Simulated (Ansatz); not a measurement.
## BH₄ISi, SMILES [SiH3]BI: vertical and adiabatic energies of changing the electron count

Program: Ansatz's Python interface.

`adiabatic.py`
```python
'''Vertical and adiabatic ionisation of BH4ISi.'''

import ansatz as az
from ase import Atoms
import numpy as np


def main() -> None:
    atoms = Atoms(['Si', 'B', 'I', 'H', 'H', 'H', 'H'], positions=[
        (-0.6521, 0.4344, -0.2032),
        (0.7923, -0.5141, 0.5189),
        (2.0161, -1.7431, -0.8151),
        (-1.5737, -0.4475, -0.8397),
        (-0.2071, 1.4169, -1.2466),
        (-1.3745, 1.235, 0.8609),
        (1.0604, -0.4496, 1.6791),
    ])
    bh4isi = az.Crystal.molecule_from_ase(atoms)

    calculation = bh4isi.calculation()
    calculation = calculation.basis(gaussian='def2-SVP')
    calculation = calculation.functional('r2scan')
    symbols = [site.symbol for site in bh4isi.cartesian_sites]
    start = np.array([site.position_ang for site in bh4isi.cartesian_sites], dtype=float)
    data = calculation.relax(force_tolerance=0.01, max_steps=100).run().report
    end = np.array(data['positions_ang'])

    minimum = az.Crystal.molecule()
    for symbol, place in zip(symbols, end):
        minimum = minimum.atom(symbol, place.tolist())
    ion = (
        minimum.calculation()
        .basis(gaussian='def2-SVP')  # atom-centred Gaussian functions
        .functional('r2scan')
        .charge(1)  # electrons removed from the neutral system
        .spin('collinear', total=1)  # two spin channels
    )
    vertical = ion.run().report
    settled = ion.relax(force_tolerance=0.01, max_steps=80).run().report
    print(f'vertical ionisation energy   {vertical["free_energy_ev"] - data["free_energy_ev"]:.3f} eV')
    print(f'adiabatic, no zero point     {settled["free_energy_ev"] - data["free_energy_ev"]:.3f} eV')
    print(f'relaxation energy of the ion {vertical["free_energy_ev"] - settled["free_energy_ev"]:.3f} eV')
    ionised = np.array(settled['positions_ang'])
    print('final positions (A) and the move of each atom')
    for symbol, xyz, old in zip(symbols, ionised, end):
        print(f'{symbol:2s} {xyz[0]:10.5f} {xyz[1]:10.5f} {xyz[2]:10.5f}   {np.linalg.norm(xyz - old):7.4f}')


if __name__ == '__main__':
    main()
```

```console
$ python adiabatic.py
vertical ionisation energy   9.446 eV
adiabatic, no zero point     9.163 eV
relaxation energy of the ion 0.283 eV
final positions (A) and the move of each atom
Si   -0.79522    0.47837   -0.29123    0.1188
B     0.98396   -0.46056    0.43399    0.1912
I     1.49088   -2.25745   -0.37542    0.8273
H    -1.46093   -0.33965   -1.33040    0.5004
H    -0.16866    1.74060   -0.77463    0.5649
H    -1.51638    0.57263    1.00879    0.7264
H     1.52775    0.19806    1.28320    0.9020
```

The energies are electronic: no zero-point or thermal terms, and the basis set is short of its limit. The product may relax into another structure. The relaxation finds the nearest minimum, so the adiabatic value is an upper bound. def2 sets replace the cores of elements past krypton by effective core potentials. Finished in 2 min on 1 thread of Intel(R) Xeon(R) 6975P-C (Granite Rapids) (shared host), peak memory 0.29 GiB.
